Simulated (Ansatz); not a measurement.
**TiTe2: how the settings move a single-point run**

How sensitive is a single-point run of TiTe2 to its settings? A reference run comes first, then one run with altered input.

Computed with Ansatz 0.2.0 (reference: DFT, PBE, plane waves, PAW, unless a step's input says otherwise).

2 further runs of the same task are left out: 1 for a known fault of the program, 1 that didn't finish. Runs told in other sessions of the task aren't counted.

### Step 1. The starting structure

The structure is trigonal, space group P-3m1 (No. 164). Conventional cell: a = 3.790 Å, b = 3.790 Å, c = 6.556 Å, α = 90.00°, β = 90.00°, γ = 120.00°. Ti (site symmetry -3m) has 6 Te at 2.77 Å in its first shell of neighbours. Te (site symmetry 3m) has 3 Ti at 2.77 Å in its first shell of neighbours.

Coordinates:

```
Ti Te
1.0
     3.79038    0.00000    0.00000
    -1.89519    3.28257    0.00000
     0.00000    0.00000    6.55589
Ti Te
1 2
Cartesian
  0.0000 0.0000 0.0000
  1.8952 1.0942 1.6901
  0.0000 2.1884 4.8658
```

### Step 2. Baseline

Contents of input.yaml:

```yaml
crystal:
  lattice:
    - [3.7903815437, 0.0, 0.0]
    - [-1.8951907719, 3.2825667069, 0.0]
    - [0.0, 0.0, 6.5558879831]
  atoms:
    - { symbol: Ti, position: [0.0, 0.0, 0.0] }
    - { symbol: Te, position: [0.6666666667, 0.3333333333, 0.2577957668] }
    - { symbol: Te, position: [0.3333333333, 0.6666666667, 0.7422042332] }
kpoints:
  mp_grid: { grid: [6, 6, 4] }
hamiltonian:
  xc: pbe
scf:
  occupations: { method: fermi_dirac, width: 0.02 }
  n_extra_bands: 4
output:
  forces: true
  stress: true
  eigenvalues: true
```

The run is started by

```bash
$ ansatz run input.yaml --threads 4 --pin off --max-ram 3686MiB --backend cpu --events-out ev --progress --plain --runs-dir out
```

### Step 3. Variant: mixing.beta 0.05

input.yaml, as its differences from that of step 2:

```diff
@@ -16,2 +16,4 @@
   n_extra_bands: 4
+  mixing: { beta: 0.05 }
+  max_iter: 98
 output:
```

Before running it: what results should come out? Wanted: for each run, ending; energy change; pressure; gap; force.

The runs gave:

| run | ending | energy change | pressure (GPa) | gap (eV) | force (eV/Å) | cycles | time |
| --- | --- | --- | --- | --- | --- | --- | --- |
| reference | converged | 0 | 0.8 | 0.00 | 0.12 | 7 | 1.7 s |
| 1: mixing.beta 0.05 | converged | 0.0 meV/atom | 0.8 | 0.00 | 0.12 | 8 | 1.7 s |

Residual by cycle in the longest SCF loop of each run; runs are numbered as in the table. The quantity is the density residual dr2, in eV.

| cycle | reference | run 1 |
| --- | --- | --- |
| 1 | 0.00783 | 0.00783 |
| 2 | 0.0115 | 0.00609 |
| 3 | 0.00112 | 0.00138 |
| 4 | 3.0e-5 | 3.4e-4 |
| 5 | 1.5e-6 | 9.6e-6 |
| 6 | 1.0e-7 | 7.5e-7 |
| 7 | 3.1e-9 | 1.2e-7 |
| 8 | - | 1.4e-8 |

What this shows: With the changed mixing the energy agrees within 0.5 meV/atom. Cost: 8 SCF cycles against 7. The reference leaves spin out although Ti can carry a moment, so its state need not be the lowest.
